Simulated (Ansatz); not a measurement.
**AsH₅OSi: small, medium and large basis sets**

The task here is to estimate one member of a computed series from the others.

The runs use Ansatz 0.2.0, Gaussian basis; one geometry, several basis sets.

Levels to be run: PBE0-D4/def2-SVP; ωB97M-V/def2-SVP; PBE0-D4/def2-QZVPP; ωB97M-V/def2-QZVPP; the functionals' def2-TZVPP values are taken from earlier runs.

## The relaxed structure

All runs share one geometry, relaxed beforehand with PBE0-D4 in a triple-zeta def2 set.

SMILES `O[AsH][SiH3]`, 8 atoms, charge 0, spin multiplicity 1.

Atoms are counted from 1 here; the program's logs count them from 0.

Bond lengths: O1–As2 1.814 Å, O1–H4 0.961 Å, As2–Si3 2.373 Å, As2–H5 1.531 Å, Si3–H6 1.488 Å, Si3–H7 1.485 Å, Si3–H8 1.485 Å. Angles: As2–O1–H4 107.7°, O1–As2–Si3 94.8°, O1–As2–H5 96.7°, Si3–As2–H5 91.6°, As2–Si3–H6 107.7°, As2–Si3–H7 111.5°, As2–Si3–H8 108.8°, H6–Si3–H7 109.9°, H6–Si3–H8 109.1°, H7–Si3–H8 109.7°.

The first run:

The input, in.yaml:

```yaml
crystal:
  periodic: [false, false, false]
  atoms:
    - {symbol: O, position_ang: [-1.227589, 0.304535, -1.467876]}
    - {symbol: As, position_ang: [-0.527932, 1.192980, -0.050090]}
    - {symbol: Si, position_ang: [0.626489, -0.692149, 0.813345]}
    - {symbol: H, position_ang: [-2.101280, 0.666429, -1.636278]}
    - {symbol: H, position_ang: [0.733874, 1.694304, -0.757776]}
    - {symbol: H, position_ang: [1.616715, -0.198949, 1.809097]}
    - {symbol: H, position_ang: [1.321170, -1.444253, -0.261749]}
    - {symbol: H, position_ang: [-0.349448, -1.579999, 1.495529]}
basis:
  gaussian: {orbitals: def2-SVP}
hamiltonian: {xc: pbe0, dispersion: d4}
output: {orbitals: {seedname: orbitals}}
```

Run with:

```sh
> ansatz run in.yaml --threads 2 --pin off --events-out ev --progress --plain --max-ram 4352MiB
```

Among the steps run: PBE0-D4 in def2-SVP; ωB97M-V in def2-SVP; PBE0-D4 in def2-QZVPP; ωB97M-V in def2-QZVPP.

One of the session's tables, all rows but one given; the rest of the session is left out.

```
functional       basis  HOMO (eV)
   PBE0-D4    def2-SVP      -7.12
   PBE0-D4  def2-TZVPP          ?
   PBE0-D4  def2-QZVPP      -7.24
   ωB97M-V    def2-SVP      -9.18
   ωB97M-V  def2-TZVPP      -9.27
   ωB97M-V  def2-QZVPP      -9.32
```

Estimate the missing values for PBE0-D4, def2-TZVPP.

The run gave: HOMO (eV): -7.20. In the column «HOMO (eV)» it lies between PBE0-D4, def2-QZVPP (-7.24) and PBE0-D4, def2-SVP (-7.12).
